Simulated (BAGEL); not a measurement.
# singlet CH5ClNSi+: levels of theory compared

Wanted: a comparison of 6 runs (HF/3-21G, HF/def2-SVP, B3LYP/6-31G*, B3LYP/def2-SVP, PBE0/def2-SVP, RI-MP2/def2-SVP) of singlet CH5ClNSi+. 

The calculation is run with BAGEL 1.2.2.

1 further run of the same task is left out (set aside as unsound or not needed).

## Step 1: The structure to begin with

CH5ClNSi+: 9 atoms, total charge +1, spin state singlet. As SMILES of the parent species, `C[N][SiH2]Cl`. Geometry: relaxed at PBE0-D4/def2-TZVP. This is one conformer, not always the lowest. That shape belongs to the parent species and isn't relaxed for this state.

Bond lengths: C1–N2 1.421 Å, N2–Si3 1.730 Å, Si3–Cl4 2.044 Å, C1–H5 1.100 Å, C1–H6 1.103 Å, C1–H7 1.095 Å, Si3–H8 1.485 Å, Si3–H9 1.486 Å. Some angles: C1–N2–Si3 121.0°, N2–Si3–Cl4 109.2°, N2–C1–H5 115.6°, N2–C1–H6 107.9°, N2–C1–H7 110.9°, N2–Si3–H8 109.2°, N2–Si3–H9 111.6°, Cl4–Si3–H8 108.1°, Cl4–Si3–H9 107.8°, H5–C1–H6 106.4°.

## Step 2: A single-point energy at HF/3-21G (density fitting with qzvpp-jkfit) (run 1)

File input.json:

```json
{ "bagel": [

{
  "title": "molecule",
  "basis": "3-21g",
  "df_basis": "qzvpp-jkfit",
  "angstrom": true,
  "geometry": [
    { "atom": "C", "xyz": [    0.493800,    1.341500,    0.140500 ] },
    { "atom": "N", "xyz": [    0.628800,   -0.021000,    0.521800 ] },
    { "atom": "Si", "xyz": [   -0.415600,   -1.237400,   -0.129200 ] },
    { "atom": "Cl", "xyz": [    0.319500,   -3.082500,    0.354500 ] },
    { "atom": "H", "xyz": [    0.134300,    1.514200,   -0.884300 ] },
    { "atom": "H", "xyz": [   -0.244700,    1.810000,    0.812700 ] },
    { "atom": "H", "xyz": [    1.430900,    1.885400,    0.295300 ] },
    { "atom": "H", "xyz": [   -1.762400,   -1.101400,    0.482200 ] },
    { "atom": "H", "xyz": [   -0.495900,   -1.155200,   -1.610700 ] }
  ]
},
{
  "title": "hf",
  "charge": 1
},
{
  "title": "print",
  "file": "orbitals.molden",
  "orbitals": true
}

]}
```

Launch:

```console
$ BAGEL_NUM_THREADS=1 BAGEL input.json > input.out
```

Output:

```text
* using 1 threads per process

  ===============================================================
  ===============================================================

  *** Geometry ***

  { "atom" : "C", "xyz" : [      0.933147,      2.535068,      0.265507 ] },
  { "atom" : "N", "xyz" : [      1.188260,     -0.039684,      0.986059 ] },
  { "atom" : "Si", "xyz" : [     -0.785370,     -2.338347,     -0.244153 ] },
  { "atom" : "Cl", "xyz" : [      0.603767,     -5.825081,      0.669908 ] },
  { "atom" : "H", "xyz" : [      0.253790,      2.861423,     -1.671085 ] },
  { "atom" : "H", "xyz" : [     -0.462416,      3.420404,      1.535780 ] },
  { "atom" : "H", "xyz" : [      2.704009,      3.562890,      0.558036 ] },
  { "atom" : "H", "xyz" : [     -3.330453,     -2.081344,      0.911226 ] },
  { "atom" : "H", "xyz" : [     -0.937115,     -2.183012,     -3.043782 ] },

  Number of auxiliary basis functions:      498

  Since a DF basis is specified, we compute 2- and 3-index integrals:
    o Being stored without compression. Storage requirement is 0.012 GB

  Number of basis functions:       54
  Number of electrons      :       49

    * METHOD: MOLECULE                             0.19

  *** RHF ***

  === Nuclear Repulsion ===
   205.3394117977

      * DIIS with orbital gradients will be used.

  === RHF iteration (3-21g) ===
      0       -838.90040583          0.01339142           0.04
      1       -838.99550704          0.00501215           0.04
      2       -839.00782130          0.00219290           0.04
      3       -839.01094192          0.00074520           0.04
      4       -839.01137718          0.00023112           0.04
      5       -839.01140637          0.00005997           0.04
      6       -839.01140839          0.00002293           0.04
      7       -839.01140892          0.00001436           0.04
      8       -839.01140922          0.00001009           0.04
      9       -839.01140948          0.00000714           0.04
     10       -839.01140962          0.00000569           0.04
     11       -839.01140974          0.00000435           0.04
     12       -839.01140984          0.00000238           0.04
     13       -839.01140986          0.00000091           0.04
     14       -839.01140986          0.00000032           0.04
     15       -839.01140986          0.00000016           0.04
     16       -839.01140986          0.00000009           0.04
     17       -839.01140986          0.00000006           0.04
     18       -839.01140986          0.00000005           0.04
     19       -839.01140986          0.00000004           0.04
     20       -839.01140986          0.00000003           0.04
     21       -839.01140986          0.00000002           0.04
     22       -839.01140986          0.00000001           0.04
    * SCF iteration converged.

    * Permanent dipole moment:
           (    0.614323,    -3.616661,     0.473375) a.u.

    * METHOD: HF                                   1.06

    * METHOD: PRINT                                0.01

  ===============================================================
```

Run time: 1.4 s. Hardware: 1 thread of Arm Neoverse V1, shared host; peak memory 0.089 GiB.

## Step 3: A single-point energy at HF/def2-SVP (density fitting with qzvpp-jkfit) (run 2)

File input.json:

```json
{ "bagel" : [

{
  "title" : "molecule",
  "basis" : "svp",
  "df_basis" : "qzvpp-jkfit",
  "angstrom" : "true",
  "geometry" : [
    { "atom" : "C", "xyz" : [       0.493800,       1.341500,       0.140500 ] },
    { "atom" : "N", "xyz" : [       0.628800,      -0.021000,       0.521800 ] },
    { "atom" : "Si", "xyz" : [      -0.415600,      -1.237400,      -0.129200 ] },
    { "atom" : "Cl", "xyz" : [       0.319500,      -3.082500,       0.354500 ] },
    { "atom" : "H", "xyz" : [       0.134300,       1.514200,      -0.884300 ] },
    { "atom" : "H", "xyz" : [      -0.244700,       1.810000,       0.812700 ] },
    { "atom" : "H", "xyz" : [       1.430900,       1.885400,       0.295300 ] },
    { "atom" : "H", "xyz" : [      -1.762400,      -1.101400,       0.482200 ] },
    { "atom" : "H", "xyz" : [      -0.495900,      -1.155200,      -1.610700 ] }
  ]
},

{
  "title" : "hf",
  "charge" : 1
},

{
  "title" : "print",
  "file" : "orbitals.molden",
  "orbitals" : "true"
}

]}
```

Launch:

```console
$ BAGEL_NUM_THREADS=1 BAGEL input.json > input.out
```

Output:

```text
* using 1 threads per process

  ===============================================================
  ===============================================================

  *** Geometry ***

  { "atom" : "C", "xyz" : [      0.933147,      2.535068,      0.265507 ] },
  { "atom" : "N", "xyz" : [      1.188260,     -0.039684,      0.986059 ] },
  { "atom" : "Si", "xyz" : [     -0.785370,     -2.338347,     -0.244153 ] },
  { "atom" : "Cl", "xyz" : [      0.603767,     -5.825081,      0.669908 ] },
  { "atom" : "H", "xyz" : [      0.253790,      2.861423,     -1.671085 ] },
  { "atom" : "H", "xyz" : [     -0.462416,      3.420404,      1.535780 ] },
  { "atom" : "H", "xyz" : [      2.704009,      3.562890,      0.558036 ] },
  { "atom" : "H", "xyz" : [     -3.330453,     -2.081344,      0.911226 ] },
  { "atom" : "H", "xyz" : [     -0.937115,     -2.183012,     -3.043782 ] },

  Number of auxiliary basis functions:      498

  Since a DF basis is specified, we compute 2- and 3-index integrals:
    o Being stored without compression. Storage requirement is 0.032 GB

  Number of basis functions:       89
  Number of electrons      :       49

    * METHOD: MOLECULE                             0.25

  *** RHF ***

  === Nuclear Repulsion ===
   205.3394117977

      * DIIS with orbital gradients will be used.

  === RHF iteration (svp) ===
      0       -842.83801525          0.01242968           0.08
      1       -842.95967035          0.00584443           0.07
      2       -842.98420407          0.00201962           0.07
      3       -842.99030975          0.00073698           0.07
      4       -842.99120973          0.00032285           0.07
      5       -842.99135934          0.00006644           0.07
      6       -842.99136700          0.00002049           0.07
      7       -842.99136784          0.00001218           0.08
      8       -842.99136826          0.00000787           0.07
      9       -842.99136852          0.00000499           0.07
[... 11 lines of this table left out ...]
     21       -842.99136890          0.00000003           0.07
     22       -842.99136890          0.00000002           0.07
     23       -842.99136890          0.00000001           0.07
     24       -842.99136890          0.00000001           0.07
    * SCF iteration converged.

    * Permanent dipole moment:
           (    0.346974,    -3.133657,     0.299625) a.u.

    * METHOD: HF                                   2.05

    * METHOD: PRINT                                0.02

  ===============================================================
```

Wall time 2.5 s (1 thread of Arm Neoverse V1, shared host); peak memory 0.13 GiB.

Run 3 isn't shown in full; the table further down has it.

## Step 4: The energy at B3LYP/def2-SVP (density fitting with qzvpp-jkfit) (run 4)

File input.json:

```json
{ "bagel": [

{
  "title": "molecule",
  "basis": "svp",
  "df_basis": "qzvpp-jkfit",
  "angstrom": true,
  "geometry": [
    { "atom": "C", "xyz": [    0.493800,    1.341500,    0.140500 ] },
    { "atom": "N", "xyz": [    0.628800,   -0.021000,    0.521800 ] },
    { "atom": "Si", "xyz": [   -0.415600,   -1.237400,   -0.129200 ] },
    { "atom": "Cl", "xyz": [    0.319500,   -3.082500,    0.354500 ] },
    { "atom": "H", "xyz": [    0.134300,    1.514200,   -0.884300 ] },
    { "atom": "H", "xyz": [   -0.244700,    1.810000,    0.812700 ] },
    { "atom": "H", "xyz": [    1.430900,    1.885400,    0.295300 ] },
    { "atom": "H", "xyz": [   -1.762400,   -1.101400,    0.482200 ] },
    { "atom": "H", "xyz": [   -0.495900,   -1.155200,   -1.610700 ] }
  ]
},
{
  "title": "ks",
  "xc_func": "b3lyp",
  "charge": 1
},
{
  "title": "print",
  "file": "orbitals.molden",
  "orbitals": true
}

]}
```

Launch:

```console
$ BAGEL_NUM_THREADS=1 BAGEL input.json > input.out
```

Output:

```text
* using 1 threads per process

  ===============================================================
  ===============================================================

  *** Geometry ***

  { "atom" : "C", "xyz" : [      0.933147,      2.535068,      0.265507 ] },
  { "atom" : "N", "xyz" : [      1.188260,     -0.039684,      0.986059 ] },
  { "atom" : "Si", "xyz" : [     -0.785370,     -2.338347,     -0.244153 ] },
  { "atom" : "Cl", "xyz" : [      0.603767,     -5.825081,      0.669908 ] },
  { "atom" : "H", "xyz" : [      0.253790,      2.861423,     -1.671085 ] },
  { "atom" : "H", "xyz" : [     -0.462416,      3.420404,      1.535780 ] },
  { "atom" : "H", "xyz" : [      2.704009,      3.562890,      0.558036 ] },
  { "atom" : "H", "xyz" : [     -3.330453,     -2.081344,      0.911226 ] },
  { "atom" : "H", "xyz" : [     -0.937115,     -2.183012,     -3.043782 ] },

  Number of auxiliary basis functions:      498

  Since a DF basis is specified, we compute 2- and 3-index integrals:
    o Being stored without compression. Storage requirement is 0.032 GB

  Number of basis functions:       89
  Number of electrons      :       49

    * METHOD: MOLECULE                             0.25

  *** Kohn-Sham DFT ***

    * Removing 16436 points whose weight is below 1.00e-10
    * Grid points: 117718

  === Nuclear Repulsion ===
   205.3394117977

       - DIIS with orbital gradients will be used.

  === KS iteration (b3lyp / svp) ===
      0       -810.20233684          0.10633612           0.43
      1       -765.91620318          0.19510133           0.40
      2       -736.79661006          0.13873542           0.40
      3       -806.12720519          0.16393355           0.40
      4       -830.17042523          0.08572628           0.41
      5       -843.60367367          0.04010254           0.40
[... 17 lines of this table left out ...]
     23       -844.90438077          0.00000002           0.40
     24       -844.90438077          0.00000001           0.41
    * SCF iteration converged.

    * Permanent dipole moment:
           (    0.639447,    -2.629820,     0.434108) a.u.

    * METHOD: KS                                  10.89

    * METHOD: PRINT                                0.02

  ===============================================================
```

It took 11 s on 1 thread of Arm Neoverse V1, shared host; peak memory 0.5 GiB.

Run 5 isn't shown in full; the table further down has it.

## Step 5: The energy at RI-MP2/def2-SVP (density fitting with qzvpp-jkfit) (run 6)

File job.json:

```json
{ "bagel" : [

{
  "title" : "molecule",
  "basis" : "svp",
  "df_basis" : "qzvpp-jkfit",
  "angstrom" : true,
  "geometry" : [
    { "atom" : "C", "xyz" : [       0.493800,       1.341500,       0.140500 ] },
    { "atom" : "N", "xyz" : [       0.628800,      -0.021000,       0.521800 ] },
    { "atom" : "Si", "xyz" : [      -0.415600,      -1.237400,      -0.129200 ] },
    { "atom" : "Cl", "xyz" : [       0.319500,      -3.082500,       0.354500 ] },
    { "atom" : "H", "xyz" : [       0.134300,       1.514200,      -0.884300 ] },
    { "atom" : "H", "xyz" : [      -0.244700,       1.810000,       0.812700 ] },
    { "atom" : "H", "xyz" : [       1.430900,       1.885400,       0.295300 ] },
    { "atom" : "H", "xyz" : [      -1.762400,      -1.101400,       0.482200 ] },
    { "atom" : "H", "xyz" : [      -0.495900,      -1.155200,      -1.610700 ] }
  ]
},

{
  "title" : "hf",
  "charge" : 1
},

{
  "title" : "mp2",
  "charge" : 1,
  "ncore" : 12
}

]}
```

Launch:

```console
$ BAGEL_NUM_THREADS=1 BAGEL job.json > job.out
```

Output:

```text
* using 1 threads per process

  ===============================================================
  ===============================================================

  *** Geometry ***

  { "atom" : "C", "xyz" : [      0.933147,      2.535068,      0.265507 ] },
  { "atom" : "N", "xyz" : [      1.188260,     -0.039684,      0.986059 ] },
  { "atom" : "Si", "xyz" : [     -0.785370,     -2.338347,     -0.244153 ] },
[... 5 lines of this table left out ...]
  { "atom" : "H", "xyz" : [     -0.937115,     -2.183012,     -3.043782 ] },

  Number of auxiliary basis functions:      498

  Since a DF basis is specified, we compute 2- and 3-index integrals:
    o Being stored without compression. Storage requirement is 0.032 GB

  Number of basis functions:       89
  Number of electrons      :       49

    * METHOD: MOLECULE                             0.25

  *** RHF ***

  === Nuclear Repulsion ===
   205.3394117977

      * DIIS with orbital gradients will be used.

  === RHF iteration (svp) ===
      0       -842.83801525          0.01242968           0.08
      1       -842.95967035          0.00584443           0.07
      2       -842.98420407          0.00201962           0.07
[... 21 lines of this table left out ...]
     24       -842.99136890          0.00000001           0.07
    * SCF iteration converged.

    * Permanent dipole moment:
           (    0.346974,    -3.133657,     0.299625) a.u.

    * METHOD: HF                                   2.02

  *** RHF ***

  === Nuclear Repulsion ===
   205.3394117977

      * DIIS with orbital gradients will be used.

  === RHF iteration (svp) ===
      0       -842.99136890          0.00000001           0.07
    * SCF iteration converged.

    * Permanent dipole moment:
           (    0.346974,    -3.133658,     0.299625) a.u.

  === DF-MP2 calculation ===

    * freezing 12 orbitals
    * 3-index integral transformation done
    * assembly done

      MP2 correlation energy:   -0.4955323015      0.04

      MP2 total energy:       -843.4869012026

    * METHOD: MP2                                  0.20

  ===============================================================
```

Run time: 2.6 s. Hardware: 1 thread of Arm Neoverse V1, shared host; peak memory 0.13 GiB.

## Step 6: The series

```tsv
run	level	frozen core orbitals	energy (Eh)	HOMO energy (eV)	LUMO energy (eV)	HOMO–LUMO gap (eV)	wall time
1	HF/3-21G (density fitting with qzvpp-jkfit)	–	-839.011410	-16.97	-8.09	8.88	1.4 s
2	HF/def2-SVP (density fitting with qzvpp-jkfit)	–	-842.991369	-16.92	-8.03	8.89	2.5 s
3	B3LYP/6-31G* (density fitting with qzvpp-jkfit, spherical functions)	–	-845.171475	-13.63	-12.28	1.35	9.9 s
4	B3LYP/def2-SVP (density fitting with qzvpp-jkfit)	–	-844.904381	-13.61	-12.22	1.39	11 s
5	PBE0/def2-SVP (density fitting with qzvpp-jkfit)	–	-844.477961	-13.89	-12.11	1.78	11 s
6	RI-MP2/def2-SVP (density fitting with qzvpp-jkfit)	12	-843.486901	–	–	–	2.6 s
```

## Step 7: What came out

| quantity | value |
| --- | --- |
| run 6: total energy | -843.48690 Eh |
| run 6: correlation energy (12 core orbitals frozen) | -495.5 mEh |

Over runs 1, 2, 3, 4, 5 the HOMO–LUMO gap runs from 1.35 eV (B3LYP/6-31G*) to 8.89 eV (HF/def2-SVP). The two ends differ in method and basis. Totals of different functionals can't be ranked against each other. All runs together took 38 s, the longest 11 s.
